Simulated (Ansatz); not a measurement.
**C2H9BOSi: how energies converge with the basis set**

The task here is to estimate one member of a computed series from the others.

Program: Ansatz 0.2.0, Gaussian basis. Level of theory: one geometry, several basis sets. These are calculated values, not measurements.

Levels to be run: PBE0-D4/def2-SVP; ωB97M-V/def2-SVP; PBE0-D4/def2-QZVPP; ωB97M-V/def2-QZVPP; the functionals' def2-TZVPP values are taken from earlier runs.

## Structure used throughout

An earlier PBE0-D4 in a triple-zeta def2 set relaxation fixed the geometry.

14 atoms, charge 0, spin multiplicity 1.

Atoms are counted from 1 here; the program's logs count them from 0.

Bond lengths: B1–O2 1.340 Å, B1–H6 1.203 Å, B1–H7 1.197 Å, O2–C3 1.427 Å, C3–Si4 1.894 Å, C3–H8 1.096 Å, C3–H9 1.095 Å, Si4–C5 1.866 Å, Si4–H10 1.491 Å, Si4–H11 1.489 Å, C5–H12 1.093 Å, C5–H13 1.092 Å, C5–H14 1.092 Å. Angles: O2–B1–H6 120.3°, O2–B1–H7 116.7°, H6–B1–H7 123.0°, B1–O2–C3 122.3°, O2–C3–Si4 109.9°, O2–C3–H8 110.4°, O2–C3–H9 107.7°, Si4–C3–H8 110.9°, Si4–C3–H9 110.2°, H8–C3–H9 107.6°, C3–Si4–C5 110.7°, C3–Si4–H10 107.3°, C3–Si4–H11 108.0°, C5–Si4–H10 111.4°, C5–Si4–H11 110.7°, H10–Si4–H11 108.6°, Si4–C5–H12 110.9°, Si4–C5–H13 111.1° and more.

Coordinates:

| atom | x (Å) | y (Å) | z (Å) |
| --- | --- | --- | --- |
| B1 | -0.0317 | 1.7914 | 1.8578 |
| O2 | -0.5813 | 0.9124 | 1.0094 |
| C3 | -0.2127 | -0.4659 | 0.9939 |
| Si4 | 0.6502 | -0.8854 | -0.6396 |
| C5 | -0.4360 | -0.4486 | -2.0920 |
| H6 | 0.7830 | 1.4271 | 2.6648 |
| H7 | -0.3944 | 2.9281 | 1.7654 |
| H8 | 0.4324 | -0.6992 | 1.8490 |
| H9 | -1.1282 | -1.0569 | 1.1000 |
| H10 | 0.9635 | -2.3425 | -0.6148 |
| H11 | 1.9297 | -0.1251 | -0.6921 |
| H12 | -1.3563 | -1.0373 | -2.0820 |
| H13 | 0.0771 | -0.6358 | -3.0377 |
| H14 | -0.7083 | 0.6085 | -2.0530 |

The first run:

Contents of in.yaml:

```yaml
crystal:
  periodic: [false, false, false]
  atoms:
    - {symbol: B, position_ang: [-0.031729, 1.791446, 1.857789]}
    - {symbol: O, position_ang: [-0.581258, 0.912396, 1.009381]}
    - {symbol: C, position_ang: [-0.212719, -0.465880, 0.993887]}
    - {symbol: Si, position_ang: [0.650214, -0.885402, -0.639599]}
    - {symbol: C, position_ang: [-0.436044, -0.448573, -2.091992]}
    - {symbol: H, position_ang: [0.783020, 1.427068, 2.664820]}
    - {symbol: H, position_ang: [-0.394432, 2.928121, 1.765386]}
    - {symbol: H, position_ang: [0.432440, -0.699169, 1.848978]}
    - {symbol: H, position_ang: [-1.128211, -1.056926, 1.099957]}
    - {symbol: H, position_ang: [0.963549, -2.342498, -0.614812]}
    - {symbol: H, position_ang: [1.929665, -0.125076, -0.692143]}
    - {symbol: H, position_ang: [-1.356320, -1.037332, -2.082035]}
    - {symbol: H, position_ang: [0.077134, -0.635838, -3.037673]}
    - {symbol: H, position_ang: [-0.708307, 0.608463, -2.053044]}
basis:
  gaussian: {orbitals: def2-SVP}
hamiltonian: {xc: pbe0, dispersion: d4}
output: {orbitals: {seedname: orbitals}}
```

Steps of the session up to this table: PBE0-D4 in def2-SVP; ωB97M-V in def2-SVP; PBE0-D4 in def2-QZVPP; ωB97M-V in def2-QZVPP.

One table of the session follows, with a row left open; its other results are not shown here.

It belongs to the step «Density functionals: the series». 

| functional | basis | HOMO (eV) | LUMO (eV) |
| --- | --- | --- | --- |
| PBE0-D4 | def2-SVP | -8.31 | -0.16 |
| PBE0-D4 | def2-TZVPP | -8.29 | -0.39 |
| PBE0-D4 | def2-QZVPP | -8.29 | -0.46 |
| ωB97M-V | def2-SVP | -10.57 | 1.92 |
| ωB97M-V | def2-TZVPP | ? | ? |
| ωB97M-V | def2-QZVPP | -10.58 | 1.19 |

Q: Estimate the row for ωB97M-V, def2-TZVPP from the others.

The run gave: HOMO (eV): -10.57; LUMO (eV): 1.44.
